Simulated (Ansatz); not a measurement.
# Nb5O: the cost of one run

Program: Ansatz 0.2.0. Level of theory: DFT PBE, scalar-relativistic, plane waves, PAW. These are calculated values, not measurements.

1 further run of the same task is left out (set aside as unsound or not needed).

## (1) The starting structure

The structure is hexagonal, space group P-6m2 (No. 187). The conventional cell has a = 2.895 Å, b = 2.895 Å, c = 13.439 Å, α = 90.00°, β = 90.00°, γ = 120.00°. Around Nb (site symmetry 3m) lie 3 O at 2.28 Å. Around Nb (site symmetry 3m) lie 12 Nb at 2.89 to 3.10 Å. Nb (site symmetry -6m2) is surrounded by 12 Nb at 2.89 to 3.10 Å. O (site symmetry -6m2) has 6 Nb at 2.28 Å as nearest neighbours.

As a file:

```xyz
6
Lattice="2.8946 0.0000 0.0000 -1.4473 2.5068 0.0000 0.0000 0.0000 13.4390" Properties=species:S:1:pos:R:3 pbc="T T T"
Nb    0.0000    0.0000   11.8933
Nb    1.4473    0.8356    9.3317
Nb    0.0000    0.0000    6.7195
Nb    1.4473    0.8356    4.1073
Nb    0.0000    0.0000    1.5457
O     1.4473    0.8356    0.0000
```

It is the end of an earlier relaxation with the same method, from a database cell with other species swapped in; it is a trial structure. At a tolerance of 0.05 Å it has space group P-6m2 (No. 187); it has 16.25 Å³/atom, an uncorrected energy of -0.40 eV/atom over the elements.

## (2) Static run: bands, density of states and charges

input.yaml

```yaml
crystal:
  lattice:
    - [2.8946132513, 0.0, 0.0]
    - [-1.4473066256, 2.5068086098, 0.0]
    - [0.0, 0.0, 13.4389726969]
  atoms:
    - { symbol: Nb, position: [0.0, 0.0, 0.8849850374] }
    - { symbol: Nb, position: [0.6666666667, 0.3333333333, 0.6943727319] }
    - { symbol: Nb, position: [0.0, 0.0, 0.5] }
    - { symbol: Nb, position: [0.6666666667, 0.3333333333, 0.3056272681] }
    - { symbol: Nb, position: [0.0, 0.0, 0.1150149626] }
    - { symbol: O, position: [0.6666666667, 0.3333333333, 0.0] }
basis:
  ecutwfc: 420
kpoints:
  mp_grid: { grid: [12, 12, 4] }
  band_path:
    path:
      - [[0.0, 0.0, 0.0], [0.5, 0.0, 0.0], [0.33333333, 0.33333333, 0.0], [0.0, 0.0, 0.0], [0.0, 0.0, 0.5], [0.5, 0.0, 0.5], [0.33333333, 0.33333333, 0.5], [0.0, 0.0, 0.5]]
      - [[0.5, 0.0, 0.5], [0.5, 0.0, 0.0]]
      - [[0.33333333, 0.33333333, 0.5], [0.33333333, 0.33333333, 0.0]]
    npoints: 14
hamiltonian:
  xc: pbe
scf:
  occupations: { method: gaussian, width: 0.1 }
  n_extra_bands: 15
output:
  forces: true
  stress: true
  eigenvalues: true
  populations: true
  dos: { projected: true, de: 0.02, nscf_kmesh: { grid: [15, 15, 5] } }
  bader: true
  write_density: true
  write_potential: true
  elf: true
  volumetric_format: npy
```

Started as:

```console
ansatz run input.yaml --threads 1 --pin off --max-ram 2560MiB --backend cpu --events-out ev --progress --plain --runs-dir out
```

Q: Estimate wall time and peak memory on 1 thread of Arm Neoverse V1, shared host.

About 2.2 min, with a peak of 0.6 GiB.
